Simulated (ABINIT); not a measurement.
The system is AlFe.

```
Fe Al
1.0
     2.91000    0.00000    0.00000
     0.00000    2.91000    0.00000
     0.00000    0.00000    2.91000
Fe Al
1 1
Cartesian
  1.4550 1.4550 1.4550
  0.0000 0.0000 0.0000
```

| Property | Result |
| --- | --- |
| Program | ABINIT 10.8.3 (patched build) |
| Task | relaxation of cell and atoms |
| Functional | PBEsol |
| Potentials or basis | Ansatz PAW PBE default generated set, frozen core |
| Cutoff | 419 eV |
| k mesh | 7 × 7 × 7 |
| Occupations | fermi-dirac, width 0.05 eV |
| Spin | collinear spin, ferromagnetic start |
| Starting moments | [3.0, 0.0] μB |

At the start: pressure -10.8 GPa; volume 12.32 Å³/atom.

**Question.** Where does the relaxation end?

**Answer.** Over 5 steps the energy falls by 28.2 meV/atom and the volume is 11.53 Å³/atom (-6.4 %); space group Pm-3m (No. 221, to 0.05 Å); moment 0.64 μB per cell.

The path:
```tsv
step	energy change (eV)	largest force (eV/Å)	pressure (GPa)	volume (Å³)
1	0.0000	0.0000	-10.76	24.64
2	-0.0418	0.0000	-5.80	23.84
3	-0.0563	0.0000	0.59	22.98
4	-0.0564	0.0000	-0.02	23.06
5	-0.0564	0.0000	0.00	23.06
```

Final structure:
```cif
data_structure
_symmetry_space_group_name_H-M 'P 1'
_symmetry_Int_Tables_number 1
_cell_length_a 2.8462
_cell_length_b 2.8462
_cell_length_c 2.8462
_cell_angle_alpha 90.000
_cell_angle_beta 90.000
_cell_angle_gamma 90.000
_cell_volume 23.06
loop_
_atom_site_label
_atom_site_type_symbol
_atom_site_fract_x
_atom_site_fract_y
_atom_site_fract_z
_atom_site_occupancy
Fe1 Fe 0.50000 0.50000 0.50000 1
Al1 Al 0.00000 0.00000 0.00000 1
```

Caveat: the PAW data sets were made with another functional, which shifts forces and pressure a little; the atomic spheres overlap.
